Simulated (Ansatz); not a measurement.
# CH₄N₂OSi: small, medium and large basis sets

An exercise on one series of results from a longer session: the logs are not shown, and one member is left open.

Program: Ansatz 0.2.0, Gaussian basis. Level of theory: one geometry, several basis sets. These are calculated values, not measurements.

Levels to be run: PBE0-D4/def2-SVP; ωB97M-V/def2-SVP; PBE0-D4/def2-QZVPP; ωB97M-V/def2-QZVPP; the functionals' def2-TZVPP values are taken from earlier runs.

## Structure used throughout

All runs share one geometry, relaxed beforehand with PBE0-D4 in a triple-zeta def2 set.

SMILES `N#CN[SiH2]O`, 9 atoms, charge 0, spin multiplicity 1.

Atoms are counted from 1 here; the program's logs count them from 0.

Bond lengths: N1–C2 1.156 Å, C2–N3 1.331 Å, N3–Si4 1.752 Å, N3–H6 1.010 Å, Si4–O5 1.634 Å, Si4–H7 1.474 Å, Si4–H8 1.478 Å, O5–H9 0.959 Å. Angles: N1–C2–N3 177.8°, C2–N3–Si4 123.1°, C2–N3–H6 114.7°, Si4–N3–H6 120.9°, N3–Si4–O5 114.1°, N3–Si4–H7 105.1°, N3–Si4–H8 104.9°, O5–Si4–H7 105.8°, O5–Si4–H8 111.6°, H7–Si4–H8 115.4°, Si4–O5–H9 119.1°.

The first run:

The input, in.yaml:

```yaml
crystal:
  periodic: [false, false, false]
  atoms:
    - {symbol: N, position_ang: [2.574841, -0.466190, 1.136426]}
    - {symbol: C, position_ang: [1.786266, -0.252461, 0.319301]}
    - {symbol: N, position_ang: [0.843425, -0.028149, -0.592673]}
    - {symbol: Si, position_ang: [-0.866450, -0.232464, -0.272711]}
    - {symbol: O, position_ang: [-1.566515, 1.048332, 0.460758]}
    - {symbol: H, position_ang: [1.162524, 0.459126, -1.418020]}
    - {symbol: H, position_ang: [-1.496332, -0.328581, -1.602162]}
    - {symbol: H, position_ang: [-0.953478, -1.450139, 0.560971]}
    - {symbol: H, position_ang: [-1.395783, 1.204225, 1.391108]}
basis:
  gaussian: {orbitals: def2-SVP}
hamiltonian: {xc: pbe0, dispersion: d4}
output: {orbitals: {seedname: orbitals}}
```

The run is started by

```sh
$ ansatz run in.yaml --threads 2 --pin off --events-out ev --progress --plain --max-ram 4352MiB
```

Among the steps run: PBE0-D4 in def2-SVP; ωB97M-V in def2-SVP; PBE0-D4 in def2-QZVPP; ωB97M-V in def2-QZVPP.

One of the session's tables, all rows but one given; the rest of the session is left out.

It belongs to the step «Functionals by basis». 

```
functional       basis  HOMO (eV)  LUMO (eV)
   PBE0-D4    def2-SVP      -7.79       0.43
   PBE0-D4  def2-TZVPP      -7.95      -0.17
   PBE0-D4  def2-QZVPP          ?          ?
   ωB97M-V    def2-SVP     -10.04       2.27
   ωB97M-V  def2-TZVPP     -10.23       1.41
   ωB97M-V  def2-QZVPP     -10.26       0.96
```

**Question.** Estimate the row for PBE0-D4, def2-QZVPP.

**Answer.** HOMO (eV): -7.98; LUMO (eV): -0.39. In the column «HOMO (eV)» it lies between ωB97M-V, def2-SVP (-10.04) and PBE0-D4, def2-TZVPP (-7.95).
